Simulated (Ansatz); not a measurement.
# CH₄AlBN+ (SMILES [BH2][AlH][C]#[NH+]): single points off equilibrium

One table from this session's results is given with a row withheld; the runs are named, their logs left out.

Program: Ansatz 0.2.0, Gaussian basis. Level of theory: single points in def2-TZVPP. These are calculated values, not measurements.

Cores are frozen in the correlated methods. B3LYP uses VWN-RPA correlation.

### The starting structure

SMILES `[BH2][AlH][C]#[NH+]`, 8 atoms, charge 1, spin multiplicity 1.

Atoms are counted from 1 here; the program's logs count them from 0.

Bond lengths: B1–Al2 2.036 Å, B1–H5 1.209 Å, B1–H6 1.177 Å, Al2–C3 2.122 Å, Al2–H7 1.561 Å, C3–N4 1.156 Å, N4–H8 1.043 Å. Angles: Al2–B1–H5 119.3°, Al2–B1–H6 122.7°, H5–B1–H6 118.0°, B1–Al2–C3 140.5°, B1–Al2–H7 145.7°, C3–Al2–H7 73.6°, Al2–C3–N4 159.8°, C3–N4–H8 177.1°.

Geometry (Å):

```xyz
8
CH4AlBN
B    -0.5600    2.2407    0.4391
Al    0.2710    0.3841    0.3484
C    -0.0146   -1.4935   -0.5976
N     0.1643   -2.5954   -0.8990
H    -0.1975    3.0893   -0.3416
H    -1.4032    2.5231    1.2096
H     1.3582   -0.5717    0.9318
H     0.3575   -3.5937   -1.1294
```

Set-up of the first run:

Input file run/in.yaml:

```yaml
crystal:
  periodic: [false, false, false]
  atoms:
    - {symbol: B, position_ang: [-0.560000, 2.240700, 0.439100]}
    - {symbol: Al, position_ang: [0.271000, 0.384100, 0.348400]}
    - {symbol: C, position_ang: [-0.014600, -1.493500, -0.597600]}
    - {symbol: N, position_ang: [0.164300, -2.595400, -0.899000]}
    - {symbol: H, position_ang: [-0.197500, 3.089300, -0.341600]}
    - {symbol: H, position_ang: [-1.403200, 2.523100, 1.209600]}
    - {symbol: H, position_ang: [1.358200, -0.571700, 0.931800]}
    - {symbol: H, position_ang: [0.357500, -3.593700, -1.129400]}
basis:
  gaussian: {orbitals: def2-TZVPP}
total_charge: 1
correlation: {method: ccsd_t}
output: {forces: true}
```

No record of the launch command was kept for these runs.

Among the steps run: CCSD(T)/def2-TZVPP; PBE0-D4/def2-TZVPP; wB97M-V/def2-TZVPP; r2SCAN-D4/def2-TZVPP; PBE-D4/def2-TZVPP; wB97X-V/def2-TZVPP; B3LYP-D4/def2-TZVPP.

One table of the session follows, with a row left open; its other results are not shown here.

```
   method  RMS force component (eV/Å)  angle to CCSD(T) forces (°)
  CCSD(T)                       0.715                    reference
  PBE0-D4                       0.624                         28.6
  wB97M-V                       0.650                         34.4
r2SCAN-D4                       0.614                         15.4
   PBE-D4                       0.628                         14.1
  wB97X-V                           ?                            ?
 B3LYP-D4                       0.633                         26.2
```

Estimate the missing values for wB97X-V.

The run gave: RMS force component (eV/Å): 0.649; angle to CCSD(T) forces (°): 31.6. In the column «RMS force component (eV/Å)» it lies between B3LYP-D4 (0.633) and wB97M-V (0.650).
